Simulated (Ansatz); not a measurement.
**F− with CH4O: structure and interaction energy**

One table from this session's results is given with a row withheld; the runs are named, their logs left out.

Method: PBE0-D4 structure, single points in def2-TZVPPD; program: Ansatz 0.2.0, Gaussian basis.

Levels: PBE-D4, revPBE-D4, BLYP-D4, r2SCAN-D4, B97M-V, PBE0-D4, B3LYP-D4, HSE06-D4, wB97X-V, wB97M-V, B2PLYP, Hartree-Fock, MP2, CCSD, CCSD(T). The reference is CCSD(T) extrapolated to the basis limit.

Correlated methods freeze the cores. B3LYP uses VWN-RPA correlation. B2PLYP carries no dispersion term here.

163 further runs of the same task are left out: 163 set aside as unsound or not needed.

**The starting structure**

The pair, from a GFN2-xTB docking trial: 7 atoms, charge -1, spin multiplicity 1.

Atoms are counted from 1 here; the program's logs count them from 0.

Bond lengths: C2–O3 1.372 Å, C2–H4 1.105 Å, C2–H5 1.109 Å, C2–H6 1.103 Å, O3–H7 1.082 Å. Angles: O3–C2–H4 109.1°, O3–C2–H5 112.6°, O3–C2–H6 112.9°, H4–C2–H5 107.3°, H4–C2–H6 107.6°, H5–C2–H6 107.1°, C2–O3–H7 108.0°.

Coordinates:

```xyz
7
charge -1, multiplicity 1
F     0.3856   -0.4556   -2.3236
C    -0.2518    0.1624    0.6709
O     0.9254   -0.1712    0.0497
H    -0.0281    0.5704    1.6730
H    -0.9215   -0.7108    0.8117
H    -0.8270    0.9262    0.1202
H     0.7174   -0.3213   -1.0019
```

Atoms 1 to 1 are fragment A (F−), the rest fragment B (CH4O).

The first run:

File pre/in.yaml:

```yaml
crystal:
  periodic: [false, false, false]
  atoms:
    - {symbol: F, position_ang: [0.385600, -0.455600, -2.323600]}
    - {symbol: C, position_ang: [-0.251800, 0.162400, 0.670900]}
    - {symbol: O, position_ang: [0.925400, -0.171200, 0.049700]}
    - {symbol: H, position_ang: [-0.028100, 0.570400, 1.673000]}
    - {symbol: H, position_ang: [-0.921500, -0.710800, 0.811700]}
    - {symbol: H, position_ang: [-0.827000, 0.926200, 0.120200]}
    - {symbol: H, position_ang: [0.717400, -0.321300, -1.001900]}
basis:
  gaussian: {orbitals: def2-SVPD}
total_charge: -1
hamiltonian: {xc: pbe, dispersion: d4}
relax: {f_tol: 0.03, max_steps: 250}
```

Command:

```console
ansatz run in.yaml --threads 2 --pin off --events-out ev --progress --plain --max-ram 5222MiB
```

Among the steps run: A first relaxation in a small basis; Relaxation at PBE0-D4; wB97X-V/def2-TZVPPD; wB97M-V/def2-TZVPPD; B2PLYP/def2-TZVPPD; B97M-V/def2-TZVPPD; CCSD(T)/def2-TZVPPD; MP2/def2-QZVPPD; Hartree-Fock/STO-3G; SPW92/def2-SVP; wB97M-V/def2-SVP; CCSD(T)/def2-SVP; Vibrations of the pair.

One table of the session follows, with a row left open; its other results are not shown here.

```
      method  interaction (kJ/mol)
      PBE-D4               -165.56
   revPBE-D4                     ?
     BLYP-D4               -156.05
   r2SCAN-D4               -173.69
      B97M-V               -162.59
     PBE0-D4               -171.72
    B3LYP-D4               -163.95
    HSE06-D4               -171.89
     wB97X-V               -162.88
     wB97M-V               -162.78
      B2PLYP               -158.44
Hartree-Fock               -154.66
         MP2               -157.20
        CCSD               -156.08
     CCSD(T)               -157.18
 CCSD(T)/CBS               -162.94
```

**Question.** Estimate the row for revPBE-D4.

The run gave: interaction (kJ/mol): -159.34. In the column «interaction (kJ/mol)» it lies between B97M-V (-162.59) and B2PLYP (-158.44).

Among the levels timed on like hardware and quicker than the yardstick, those that no quicker one beats, quickest first: PBE-D4 (4.1 s, -2.62 kJ/mol); B3LYP-D4 (5.9 s, -1.01 kJ/mol); wB97X-V (14 s, +0.07 kJ/mol).

For cost: wB97X-V gets within 0.07 kJ/mol in 14 s, where CCSD(T)/CBS took 1.9 min; the quickest level in the cost chart, PBE-D4, takes 4.1 s and misses by 2.62 kJ/mol.

To keep in mind: An imaginary mode remains, so this is not a true minimum. A lower arrangement may exist.
